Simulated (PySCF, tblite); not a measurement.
**C4H12N2OSi: geometry, infrared bands, NMR shifts, electronic excitations and core binding energies**

Aim: predict the infrared bands, NMR shifts, electronic excitations and core binding energies of C4H12N2OSi (`CC(=O)N[SiH2]N(C)C`).

Programs: tblite 0.8.0 and PySCF 2.14.0, with density-fitted response routines of our own. Each step states its level of theory. These are calculated values for one molecule in the gas phase, unless marked as measured. Atoms count from 0, in the outputs and in this text.

## 1. The starting structure

20 atoms, charge 0, multiplicity 1; geometry from: force field or distance geometry start.

Bonds of the start (Å): C0–C1 1.51, C1–O2 1.24, C1–N3 1.36, N3–Si4 1.73, Si4–N5 1.73, N5–C6 1.47, N5–C7 1.48, C0–H8 1.09, C0–H9 1.10, C0–H10 1.08, N3–H11 1.00, Si4–H12 1.48, Si4–H13 1.48, C6–H14 1.09, C6–H15 1.09, C6–H16 1.10, C7–H17 1.10, C7–H18 1.09, C7–H19 1.09.

## 2. Geometry optimisation with GFN2-xTB

The job: settings as JSON, then the geometry in Å.

```
{"job": {"kind": "relax", "xc": "GFN2-xTB", "basis": "xTB"}, "charge": 0, "multiplicity": 1}
C      3.523600     0.321600    -0.167800
C      2.388300    -0.666900    -0.032600
O      2.627600    -1.863500     0.184800
N      1.154900    -0.105600    -0.180800
Si    -0.293200    -1.048200    -0.075300
N     -1.498400     0.193900    -0.118900
C     -2.755000    -0.028600    -0.839100
C     -1.782100     0.972700     1.103300
H      3.852900     0.337200    -1.207000
H      3.189100     1.327600     0.127900
H      4.344100     0.027000     0.476400
H      1.004800     0.859200    -0.372400
H     -0.432600    -1.760700     1.212200
H     -0.453000    -1.873300    -1.299300
H     -2.579400    -0.431600    -1.835500
H     -3.301600     0.909800    -0.975200
H     -3.409600    -0.722300    -0.291600
H     -2.358200     0.370800     1.826600
H     -0.869300     1.318300     1.591900
H     -2.358100     1.873000     0.869300
```

On the command line:

```sh
OMP_NUM_THREADS=1 python probes_run.py task.json out
```

The driver reads the jobs from task.json and runs them one after another.

**Question.** This job is followed by: GFN2-xTB harmonic vibrations, gas phase; PBE0-D3(BJ)/def2-SVP geometry optimisation, gas phase; GIAO PBE0/pcSseg-1 NMR shielding, non-relativistic, gas phase; TDDFT CAM-B3LYP/def2-SVPD, vertical, gas phase, core orbitals frozen in the response; GIAO KT2/pcSseg-1 NMR shielding, non-relativistic, gas phase; delta-SCF UKS SCAN, pcX-2 on the ionised atom, pcseg-1 elsewhere, spin-free X2C. Predict these results of the whole session: strongest single infrared mode (GFN2-xTB); zero-point energy (GFN2-xTB); rotational constants (main isotopes); ¹³C shifts against TMS (PBE0/pcSseg-1, means over atoms taken as alike); ¹H shifts against TMS (PBE0/pcSseg-1, means over atoms taken as alike); ¹⁷O shifts against H2O (PBE0/pcSseg-1); ¹⁵N shifts against NH3 (PBE0/pcSseg-1); ²⁹Si shifts against TMS (PBE0/pcSseg-1); surface potential, 1st and 99th percentile; lowest singlet (CAM-B3LYP/def2-SVPD); brightest single state of those computed; lowest triplet; vertical ionisation energy (ΔSCF); C1s binding energies, SCAN/pcX-2 (standing for 3 of 4 atoms); N1s binding energies, SCAN/pcX-2; O1s binding energies, SCAN/pcX-2; Si1s binding energies, SCAN/pcX-2; Si2p binding energies, SCAN/pcX-2; range of the shift of O2.

**Answer**, as computed:

```
                                                               quantity                        value
                              strongest single infrared mode (GFN2-xTB)        1390 cm⁻¹, 596 km/mol
                                           zero-point energy (GFN2-xTB)               100.5 kcal/mol
                                   rotational constants (main isotopes)         3.77, 0.78, 0.75 GHz
¹³C shifts against TMS (PBE0/pcSseg-1, means over atoms taken as alike)        176.4, 40.3, 23.9 ppm
 ¹H shifts against TMS (PBE0/pcSseg-1, means over atoms taken as alike)   5.01, 3.86, 2.58, 1.82 ppm
                                 ¹⁷O shifts against H2O (PBE0/pcSseg-1)                    464.9 ppm
                                 ¹⁵N shifts against NH3 (PBE0/pcSseg-1)              129.4, 20.6 ppm
                                ²⁹Si shifts against TMS (PBE0/pcSseg-1)                    -27.3 ppm
                                  surface potential, 1st and 99th percentile           -2.00 V and 1.80 V
                                   lowest singlet (CAM-B3LYP/def2-SVPD)  5.63 eV (220 nm), f = 0.001
                               brightest single state of those computed  state 8, 7.25 eV, f = 0.092
                                                         lowest triplet                      5.17 eV
                                      vertical ionisation energy (ΔSCF)                      8.52 eV
           C1s binding energies, SCAN/pcX-2 (standing for 3 of 4 atoms)      C6 291.59, C0 291.05 eV
                                       N1s binding energies, SCAN/pcX-2      N3 404.89, N5 404.35 eV
                                       O1s binding energies, SCAN/pcX-2                 O2 536.76 eV
                                      Si1s binding energies, SCAN/pcX-2               Si4 1846.96 eV
                                      Si2p binding energies, SCAN/pcX-2                Si4 107.19 eV
                                               range of the shift of O2           436.5 to 464.9 ppm
```

**Reading.** Over 135 steps the energy fell by 0.311 eV; of the close pairs, N5–C7 changed most, 1.477 to 1.444 Å (GFN2-xTB). No mode is imaginary among the 54: a minimum at this level. The strongest single mode, at 1390 cm⁻¹, moves mainly C1 and N3. GFN2-xTB is a fitted tight-binding method: band positions and strengths are rough. Its intensities can rank the bands wrongly. The optimisation took 17 steps and gained 0.298 eV; among the close pairs (by a distance rule), Si4–H13 changed most, from 1.437 to 1.487 Å (PBE0/def2-SVP). At PBE0/pcSseg-1: Shielding is most anisotropic at O2 (span 721 ppm, paramagnetic term -533 ppm). The lowest singlet, at 5.63 eV, is HOMO−1→LUMO+1 0.39, HOMO−1→LUMO+2 0.39 and is dark; of the 10 states computed, the strongest absorption comes from state 8 at 7.25 eV. The lowest triplet lies 0.46 eV below the lowest singlet (triplets in Tamm-Dancoff, singlets in full TDDFT). ΔSCF puts the ionisation energy at 8.52 eV, 0.62 eV above −ε(HOMO). C6 (methyl carbon bonded to N) binds its C1s electron 0.55 eV more tightly than C0 (methyl carbon α to a carbonyl). Only 3 of the 4 C atoms are covered by sound results. The N1s levels kept as sound span 0.54 eV, from N5 (nitrogen bonded to 2 C, Si) up to N3 (amide-type nitrogen). In ppm, O2 moves most: its shift spreads over 28.4 ppm, from 436.5 (KT2/pcSseg-1) to 464.9 (PBE0/pcSseg-1).
